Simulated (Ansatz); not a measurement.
# TaSe2F: the cost of one run

Program: Ansatz 0.2.0. Level of theory: DFT PBE, scalar-relativistic, plane waves, PAW. These are calculated values, not measurements.

**1. The system as given**

Symmetry: P4/mmm, No. 123, tetragonal system. The conventional cell has a = 4.441 Å, b = 4.441 Å, c = 4.907 Å, α = 90.00°, β = 90.00°, γ = 90.00°. Ta (site symmetry 4/mmm) is surrounded by 4 Se at 2.22 Å and 2 F at 2.45 Å. Se (site symmetry mmm) is surrounded by 2 Ta at 2.22 Å. F (site symmetry 4/mmm) has 2 Ta at 2.45 Å as nearest neighbours.

Structure file:

```cif
data_structure
_symmetry_space_group_name_H-M 'P 1'
_symmetry_Int_Tables_number 1
_cell_length_a 4.4406
_cell_length_b 4.4406
_cell_length_c 4.9066
_cell_angle_alpha 90.000
_cell_angle_beta 90.000
_cell_angle_gamma 90.000
_cell_volume 96.75
loop_
_atom_site_label
_atom_site_type_symbol
_atom_site_fract_x
_atom_site_fract_y
_atom_site_fract_z
_atom_site_occupancy
Ta1 Ta 0.50000 0.50000 0.00000 1
Se1 Se 0.00000 0.50000 0.00000 1
Se2 Se 0.50000 0.00000 0.00000 1
F1 F 0.50000 0.50000 0.50000 1
```

The cell is invented: random cell by space group and Wyckoff sites (P4/mmm, No. 123). Lengths come from tabulated atomic sizes and are only a guess.

**2. Probe: one point on a coarse mesh**

Input file input.yaml:

```yaml
crystal:
  lattice:
    - [4.44059975, 0.0, 0.0]
    - [0.0, 4.44059975, 0.0]
    - [0.0, 0.0, 4.90663306]
  atoms:
    - { symbol: Ta, position: [0.5, 0.5, 0.0] }
    - { symbol: Se, position: [0.0, 0.5, 0.0] }
    - { symbol: Se, position: [0.5, 0.0, 0.0] }
    - { symbol: F, position: [0.5, 0.5, 0.5] }
basis:
  ecutwfc: 420
kpoints:
  mp_grid: { grid: [4, 4, 4] }
hamiltonian:
  xc: pbe
scf:
  occupations: { method: gaussian, width: 0.1 }
  lower_state_search: "off"
output:
  forces: true
  stress: true
  eigenvalues: true
```

Run with:

```sh
> ansatz run input.yaml --threads 1 --pin off --max-ram 2048MiB --backend cpu --events-out ev --progress --plain --runs-dir out
```

What time and memory should one allow on 1 thread of Arm Neoverse V2, shared host?

About 2.7 s, with a peak of 0.36 GiB.
